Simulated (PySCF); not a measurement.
# Ir2H6: other functionals and bases at one geometry

The task here is to estimate one member of a computed series from the others.

Computed with PySCF 2.14.0. Level: several levels, as the steps say, no spin–orbit coupling.

3 further runs of the same task are left out: 2 for a known fault of the program, 1 that didn't finish.

**The starting structure**

8 atoms, charge 0, spin multiplicity 3.

Bond lengths: Ir1–Ir2 2.444 Å, Ir1–H3 1.544 Å, Ir1–H5 1.597 Å, Ir1–H6 1.597 Å, Ir2–H4 1.544 Å, Ir2–H7 1.597 Å, Ir2–H8 1.597 Å. Angles: Ir2–Ir1–H3 98.7°, Ir2–Ir1–H5 114.7°, Ir2–Ir1–H6 114.7°, H3–Ir1–H5 70.4°, H3–Ir1–H6 70.4°, H5–Ir1–H6 119.9°, Ir1–Ir2–H4 98.7°, Ir1–Ir2–H7 114.7°, Ir1–Ir2–H8 114.7°, H4–Ir2–H7 70.4°, H4–Ir2–H8 70.4°, H7–Ir2–H8 119.9°.

Geometry (Å):

```xyz
8
charge 0, multiplicity 3
Ir    0.0546    0.0000    1.2207
Ir   -0.0546    0.0000   -1.2207
H     1.5899    0.0000    1.3861
H    -1.5899    0.0000   -1.3861
H     0.5236    1.3824    1.8685
H     0.5236   -1.3824    1.8685
H    -0.5236    1.3824   -1.8685
H    -0.5236   -1.3824   -1.8685
```

Formal oxidation states: Ir +3. An earlier session relaxed this geometry at PBE, Ir def2-SVP with ECP60, H def2-SVP (triplet, point group C2h).

At PBE on the finer grid: E = -212.307294 Eh, HOMO -5.12 eV, LUMO -4.54 eV (over both spins), ⟨S²⟩ = 2.004, Mulliken charge on Ir1 -0.00 e, largest force component 0.012 eV/Å. 

Levels to run: BLYP; CAM-B3LYP; HF; TPSSh; PBE, TZVP; PBE, x2c-SVP. Hardware: 2 threads of Arm Neoverse V1, shared host.

Set-up of the first run:

run.py (the lines that set the calculation) reads:

```python
mol = gto.M(atom='''
Ir     0.05458     0.00000     1.22072
Ir    -0.05458     0.00000    -1.22072
H      1.58989     0.00000     1.38613
H     -1.58989     0.00000    -1.38613
H      0.52357     1.38244     1.86854
H      0.52357    -1.38244     1.86854
H     -0.52357     1.38244    -1.86854
H     -0.52357    -1.38244    -1.86854''',
    basis={'Ir': 'def2-SVP', 'H': 'def2-SVP'},
    ecp={'Ir': 'def2-SVP'},
    charge=0, spin=2)
mf = dft.UKS(mol, xc='BLYP')
mf.grids.atom_grid = (75, 302)
mf = mf.density_fit()  # fitting sets: Ir def2-universal-JKFIT, H def2-universal-JKFIT
mf.conv_tol = 1e-08; mf.max_cycle = 55
mf.kernel(dm0)  # dm0: the density of the relaxed state
```

Command:

```
$ OMP_NUM_THREADS=2 python run.py
```

Steps of the session up to this table: BLYP; CAM-B3LYP; HF; TPSSh; PBE, TZVP; PBE, x2c-SVP.

One table of the session follows, with a row left open; its other results are not shown here.

| level | HOMO (eV) | gap (eV) | largest force component (eV/Å) |
| --- | --- | --- | --- |
| PBE (relaxed here) | -5.12 | 0.58 | 0.01 |
| BLYP | -4.96 | 0.48 | 0.24 |
| CAM-B3LYP | -7.08 | 4.24 | 0.39 |
| HF | ? | ? | ? |
| TPSSh | -5.56 | 1.37 | 0.14 |
| PBE, TZVP | -5.17 | 0.57 | 0.35 |
| PBE, x2c-SVP | -5.20 | 0.57 | 0.77 |

Q: Estimate the row for HF from the others.

The run gave: HOMO (eV): -7.74; gap (eV): 7.43; largest force component (eV/Å): 1.78. In the column «HOMO (eV)» it is the lowest.

In one basis the HOMO–LUMO gap runs from 0.48 eV (BLYP) to 7.43 eV (HF). The largest leftover force, 1.78 eV/Å with HF, stands at a geometry relaxed at another level. Total energies of different levels can't be compared.
